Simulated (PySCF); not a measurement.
# Pt⁶⁶⁺, Au⁶⁷⁺, Hg⁶⁸⁺: ionisation energies with spin-orbit coupling

Aim: the ionisation energy of these ions from differences of total energies, at each level of theory, and how far each lands from the tabulated value where there is one.

Method: two-component X2C-1e, generalised determinants. Code: PySCF 2.14.0.

## (1) The system

```
Elements                                  : platinum (Z = 78), gold (Z = 79), mercury (Z = 80)
Basis                                     : one for each species, given in its step
Hamiltonian                               : two-component X2C-1e, Gaussian nucleus, no Breit or QED terms; spin-orbit coupling, run by run: off; screened by Boettger's factors
Core shells frozen in the correlated runs : 1s2 (for Pt⁶⁶⁺)
State 1                                   : Pt⁶⁶⁺: [Ne] 3s2
State 2                                   : Au⁶⁷⁺: [Ne] 3s2
State 3                                   : Hg⁶⁸⁺: [Ne] 3s2
Needed too, but not shown                 : Pt⁶⁷⁺ [Ne] 3s1 (2S), Au⁶⁸⁺ [Ne] 3s1 (2S), Hg⁶⁹⁺ [Ne] 3s1 (2S)
Methods                                   : GHF, GMP2
```

Outer shells as boxes (Hund's rule):

Pt66+ [Ne] 3s2
```
[Ne] core
3s [↑↓]
```

Au67+ [Ne] 3s2
```
[Ne] core
3s [↑↓]
```

Hg68+ [Ne] 3s2
```
[Ne] core
3s [↑↓]
```

All steps ran in one process of a driver on top of PySCF, which takes the settings above as its task.

The integrals over 107 functions and the set-up took 0.59 s of CPU time.

## (2) Pt⁶⁶⁺, method by method

Basis: an even-tempered Gaussian basis (17 s from 23 bohr⁻², ratio 2.4; 14 p from 29 bohr⁻², ratio 2.4; 4 d from 95 bohr⁻², ratio 2.6; 4 f from 140 bohr⁻², ratio 2.6).

Level: GHF (spin-free).

The program printed:

```text
cycle= 1 E= -13016.5609272802  delta_E= -1.3e+04  |FDS-SDF|= 0.0284
cycle= 2 E= -13016.5609590434  delta_E= -3.18e-05  |FDS-SDF|= 0.00116
cycle= 3 E= -13016.5609590733  delta_E= -2.99e-08  |FDS-SDF|= 9.45e-06
cycle= 4 E= -13016.5609590734  delta_E= -1.64e-11  |FDS-SDF|= 1.47e-07
```

CPU time 3.4 s on a shared host, the integrals not counted.

Occupied spinors (without spin-orbit coupling the j labels only name the start):

| spinor shell | electrons | mean energy (eV) | weight of the nominal j | rms radius (bohr) |
| --- | --- | --- | --- | --- |
| 1s1/2 | 2 | -84695.9 | 1.000 | 0.0193 |
| 2s1/2 | 2 | -19529.1 | 1.000 | 0.0769 |
| 2p1/2 | 2 | -17701.3 | 0.675 | 0.0703 |
| 2p3/2 | 4 | -17701.3 | 0.838 | 0.0703 |
| 3s1/2 | 2 | -7966.2 | 1.000 | 0.184 |

M_J = 0, ⟨J²⟩ = 0.000, ⟨L²⟩ = 0.000, ⟨S²⟩ = 0.000.

Level: GMP2 (spin-free).

No log was kept for this step.

CPU time 2.1 s on a shared host, the integrals not counted.

With 10 electrons correlated and 46 very high virtual spinors dropped, the MP2 correlation energy is -0.48332 hartree. Largest pairs: 2p1/2-2p3/2 -0.1036, 2p3/2-2p3/2 -0.1025, 3s1/2-3s1/2 -0.0926, 2p3/2-3s1/2 -0.0459, 2p3/2-2s1/2 -0.0454.

Level: GHF (screened spin-orbit).

The program printed:

```text
cycle= 1 E= -13037.8652593963  delta_E= -1.3e+04  |FDS-SDF|= 0.623
cycle= 2 E= -13037.8728943718  delta_E= -0.00763  |FDS-SDF|= 0.0126
cycle= 3 E= -13037.8728989077  delta_E= -4.54e-06  |FDS-SDF|= 7.21e-05
cycle= 4 E= -13037.8728989079  delta_E= -2.04e-10  |FDS-SDF|= 1.59e-06
```

CPU time 3.5 s on a shared host, the integrals not counted.

Occupied spinors:

| spinor shell | electrons | mean energy (eV) | weight of the nominal j | rms radius (bohr) |
| --- | --- | --- | --- | --- |
| 1s1/2 | 2 | -84674.7 | 1.000 | 0.0193 |
| 2s1/2 | 2 | -19523.8 | 1.000 | 0.0769 |
| 2p1/2 | 2 | -18984.3 | 1.000 | 0.0651 |
| 2p3/2 | 4 | -17198.8 | 1.000 | 0.0725 |
| 3s1/2 | 2 | -7965.3 | 1.000 | 0.184 |

M_J = 0, ⟨J²⟩ = 0.000, ⟨L²⟩ = 0.044, ⟨S²⟩ = 0.044.

Level: GMP2 (screened spin-orbit).

The driver printed no log here.

It used 0.48 s of CPU time after the integrals (shared host).

With 10 electrons correlated and 46 very high virtual spinors dropped, the MP2 correlation energy is -0.50425 hartree. Largest pairs: 3s1/2-3s1/2 -0.1130, 2p1/2-2p3/2 -0.1060, 2p3/2-2p3/2 -0.0997, 2p3/2-3s1/2 -0.0484, 2p3/2-2s1/2 -0.0447.

## (3) Au⁶⁷⁺, method by method

Basis: an even-tempered Gaussian basis (17 s from 23 bohr⁻², ratio 2.4; 14 p from 30 bohr⁻², ratio 2.4; 4 d from 98 bohr⁻², ratio 2.6; 4 f from 150 bohr⁻², ratio 2.6).

Level: GHF (spin-free).

The program printed:

```text
cycle= 1 E= -13394.3247407920  delta_E= -1.34e+04  |FDS-SDF|= 0.0303
cycle= 2 E= -13394.3247759713  delta_E= -3.52e-05  |FDS-SDF|= 0.00123
cycle= 3 E= -13394.3247760039  delta_E= -3.26e-08  |FDS-SDF|= 9.98e-06
cycle= 4 E= -13394.3247760039  delta_E= -1.09e-11  |FDS-SDF|= 1.52e-07
```

CPU time 3.5 s on a shared host, the integrals not counted.

Occupied spinors (without spin-orbit coupling the j labels only name the start):

| spinor shell | electrons | mean energy (eV) | weight of the nominal j | rms radius (bohr) |
| --- | --- | --- | --- | --- |
| 1s1/2 | 2 | -87190.8 | 1.000 | 0.0190 |
| 2s1/2 | 2 | -20147.3 | 1.000 | 0.0756 |
| 2p1/2 | 2 | -18226.6 | 0.654 | 0.0692 |
| 2p3/2 | 4 | -18226.6 | 0.827 | 0.0692 |
| 3s1/2 | 2 | -8219.0 | 1.000 | 0.181 |

M_J = 0, ⟨J²⟩ = 0.000, ⟨L²⟩ = 0.000, ⟨S²⟩ = 0.000.

Level: GMP2 (spin-free).

The driver printed no log here.

CPU time 2.1 s on a shared host, the integrals not counted.

With 10 electrons correlated and 46 very high virtual spinors dropped, the MP2 correlation energy is -0.48404 hartree. Largest pairs: 2p1/2-2p3/2 -0.1039, 2p3/2-2p3/2 -0.1028, 3s1/2-3s1/2 -0.0917, 2p3/2-3s1/2 -0.0463, 2p3/2-2s1/2 -0.0456.

Level: GHF (screened spin-orbit).

The program printed:

```text
cycle= 1 E= -13417.5084817189  delta_E= -1.34e+04  |FDS-SDF|= 0.653
cycle= 2 E= -13417.5166308183  delta_E= -0.00815  |FDS-SDF|= 0.0131
cycle= 3 E= -13417.5166355414  delta_E= -4.72e-06  |FDS-SDF|= 7.5e-05
cycle= 4 E= -13417.5166355416  delta_E= -1.91e-10  |FDS-SDF|= 1.65e-06
```

CPU time 3.4 s on a shared host, the integrals not counted.

Occupied spinors:

| spinor shell | electrons | mean energy (eV) | weight of the nominal j | rms radius (bohr) |
| --- | --- | --- | --- | --- |
| 1s1/2 | 2 | -87167.9 | 1.000 | 0.0190 |
| 2s1/2 | 2 | -20141.6 | 1.000 | 0.0756 |
| 2p1/2 | 2 | -19590.9 | 1.000 | 0.0640 |
| 2p3/2 | 4 | -17696.0 | 1.000 | 0.0715 |
| 3s1/2 | 2 | -8218.0 | 1.000 | 0.181 |

M_J = 0, ⟨J²⟩ = 0.000, ⟨L²⟩ = 0.046, ⟨S²⟩ = 0.046.

Level: GMP2 (screened spin-orbit).

The driver printed no log here.

It used 0.48 s of CPU time after the integrals (shared host).

With 10 electrons correlated and 46 very high virtual spinors dropped, the MP2 correlation energy is -0.50599 hartree. Largest pairs: 3s1/2-3s1/2 -0.1131, 2p1/2-2p3/2 -0.1064, 2p3/2-2p3/2 -0.0999, 2p3/2-3s1/2 -0.0488, 2p3/2-2s1/2 -0.0449.

## (4) Hg⁶⁸⁺: the ladder of methods

Basis: an uncontracted even-tempered set (17 s from 24 bohr⁻², ratio 2.4; 14 p from 31 bohr⁻², ratio 2.4; 4 d from 100 bohr⁻², ratio 2.6; 4 f from 150 bohr⁻², ratio 2.6).

Level: GHF (spin-free).

The program printed:

```text
cycle= 1 E= -13778.9764648731  delta_E= -1.38e+04  |FDS-SDF|= 0.0323
cycle= 2 E= -13778.9765038004  delta_E= -3.89e-05  |FDS-SDF|= 0.0013
cycle= 3 E= -13778.9765038359  delta_E= -3.54e-08  |FDS-SDF|= 1.06e-05
cycle= 4 E= -13778.9765038359  delta_E= -9.09e-12  |FDS-SDF|= 1.58e-07
```

CPU time 3.4 s on a shared host, the integrals not counted.

Occupied spinors (without spin-orbit coupling the j labels only name the start):

| spinor shell | electrons | mean energy (eV) | weight of the nominal j | rms radius (bohr) |
| --- | --- | --- | --- | --- |
| 1s1/2 | 2 | -89733.6 | 1.000 | 0.0187 |
| 2s1/2 | 2 | -20778.8 | 1.000 | 0.0743 |
| 2p3/2 | 4 | -18760.8 | 0.826 | 0.0682 |
| 2p1/2 | 2 | -18760.8 | 0.652 | 0.0682 |
| 3s1/2 | 2 | -8476.9 | 1.000 | 0.178 |

M_J = 0, ⟨J²⟩ = 0.000, ⟨L²⟩ = 0.000, ⟨S²⟩ = 0.000.

Level: GMP2 (spin-free).

This step left no log, only its results.

CPU time 2 s on a shared host, the integrals not counted.

With 10 electrons correlated and 46 very high virtual spinors dropped, the MP2 correlation energy is -0.48501 hartree. Largest pairs: 2p1/2-2p3/2 -0.1042, 2p3/2-2p3/2 -0.1031, 3s1/2-3s1/2 -0.0911, 2p3/2-3s1/2 -0.0466, 2p3/2-2s1/2 -0.0459.

Level: GHF (screened spin-orbit).

The program printed:

```text
cycle= 1 E= -13804.1849730618  delta_E= -1.38e+04  |FDS-SDF|= 0.685
cycle= 2 E= -13804.1936673965  delta_E= -0.00869  |FDS-SDF|= 0.0136
cycle= 3 E= -13804.1936723146  delta_E= -4.92e-06  |FDS-SDF|= 7.81e-05
cycle= 4 E= -13804.1936723148  delta_E= -2e-10  |FDS-SDF|= 1.72e-06
```

CPU time 3.3 s on a shared host, the integrals not counted.

Occupied spinors:

| spinor shell | electrons | mean energy (eV) | weight of the nominal j | rms radius (bohr) |
| --- | --- | --- | --- | --- |
| 1s1/2 | 2 | -89708.9 | 1.000 | 0.0187 |
| 2s1/2 | 2 | -20772.7 | 1.000 | 0.0743 |
| 2p1/2 | 2 | -20210.6 | 1.000 | 0.0628 |
| 2p3/2 | 4 | -18200.7 | 1.000 | 0.0705 |
| 3s1/2 | 2 | -8475.9 | 1.000 | 0.178 |

M_J = 0, ⟨J²⟩ = 0.000, ⟨L²⟩ = 0.049, ⟨S²⟩ = 0.049.

Level: GMP2 (screened spin-orbit).

No log was kept for this step.

It used 0.48 s of CPU time after the integrals (shared host).

With 10 electrons correlated and 46 very high virtual spinors dropped, the MP2 correlation energy is -0.50798 hartree. Largest pairs: 3s1/2-3s1/2 -0.1135, 2p1/2-2p3/2 -0.1067, 2p3/2-2p3/2 -0.1002, 2p3/2-3s1/2 -0.0492, 2p3/2-2s1/2 -0.0451.

## (5) Differences of total energies

Ionisation energy: Pt⁶⁶⁺ [Ne] 3s2 → Pt⁶⁷⁺ [Ne] 3s1 [3s1/2^1, M_J = 1/2].

| method | value (eV) | less the reference (eV) |
| --- | --- | --- |
| GHF (spin-free) | 7965.9 | +5.9 |
| GMP2 (spin-free) | 7969.2 | +9.2 |
| GHF (screened spin-orbit) | 7965.0 | +5.0 |
| GMP2 (screened spin-orbit) | 7968.9 | +8.9 |

Reference: 7960 ± 40 eV (theoretical estimate listed by NIST; NIST Atomic Spectra Database, ionization energies). For this ion Breit and QED terms and the two-electron picture change, all absent here, are large against electron correlation. The spin-free rows have the spin-orbit operator switched off.

Ionisation energy: Au⁶⁷⁺ [Ne] 3s2 → Au⁶⁸⁺ [Ne] 3s1 [3s1/2^1, M_J = 1/2].

| method | value (eV) | less the reference (eV) |
| --- | --- | --- |
| GHF (spin-free) | 8218.7 | +8.7 |
| GMP2 (spin-free) | 8222.0 | +12.0 |
| GHF (screened spin-orbit) | 8217.7 | +7.7 |
| GMP2 (screened spin-orbit) | 8221.6 | +11.6 |

Reference: 8210 ± 40 eV (theoretical estimate listed by NIST; NIST Atomic Spectra Database, ionization energies). For this ion Breit and QED terms and the two-electron picture change, all absent here, are large against electron correlation. The spin-free rows have the spin-orbit operator switched off.

Ionisation energy: Hg⁶⁸⁺ [Ne] 3s2 → Hg⁶⁹⁺ [Ne] 3s1 [3s1/2^1, M_J = 1/2].

| method | value (eV) | less the reference (eV) |
| --- | --- | --- |
| GHF (spin-free) | 8476.7 | +6.7 |
| GMP2 (spin-free) | 8480.0 | +10.0 |
| GHF (screened spin-orbit) | 8475.6 | +5.6 |
| GMP2 (screened spin-orbit) | 8479.5 | +9.5 |

Reference: 8470 ± 50 eV (theoretical estimate listed by NIST; NIST Atomic Spectra Database, ionization energies). For this ion Breit and QED terms and the two-electron picture change, all absent here, are large against electron correlation. The spin-free rows have the spin-orbit operator switched off.

The differences also use runs on Pt⁶⁷⁺ [Ne] 3s1 (2S), Au⁶⁸⁺ [Ne] 3s1 (2S), Hg⁶⁹⁺ [Ne] 3s1 (2S), which are not shown here.

## (6) Results

```
                quantity                                                                              value
ionisation energy, Pt⁶⁶⁺  GHF (spin-free) 7965.9, GMP2 (screened spin-orbit) 7968.9 eV; reference 7960 ± 40
ionisation energy, Au⁶⁷⁺  GHF (spin-free) 8218.7, GMP2 (screened spin-orbit) 8221.6 eV; reference 8210 ± 40
ionisation energy, Hg⁶⁸⁺  GHF (spin-free) 8476.7, GMP2 (screened spin-orbit) 8479.5 eV; reference 8470 ± 50
```

In words: For the first difference the methods span 4.224 eV, from GHF (screened spin-orbit) (7965.0) to GMP2 (spin-free) (7969.2). The reference is uncertain or not like for like (spin-orbit coupling or other relativistic terms), so no ranking of close methods is drawn. Spin-orbit coupling moves the first difference by -0.356 eV at GMP2. The basis is finite, and no extrapolation was made.
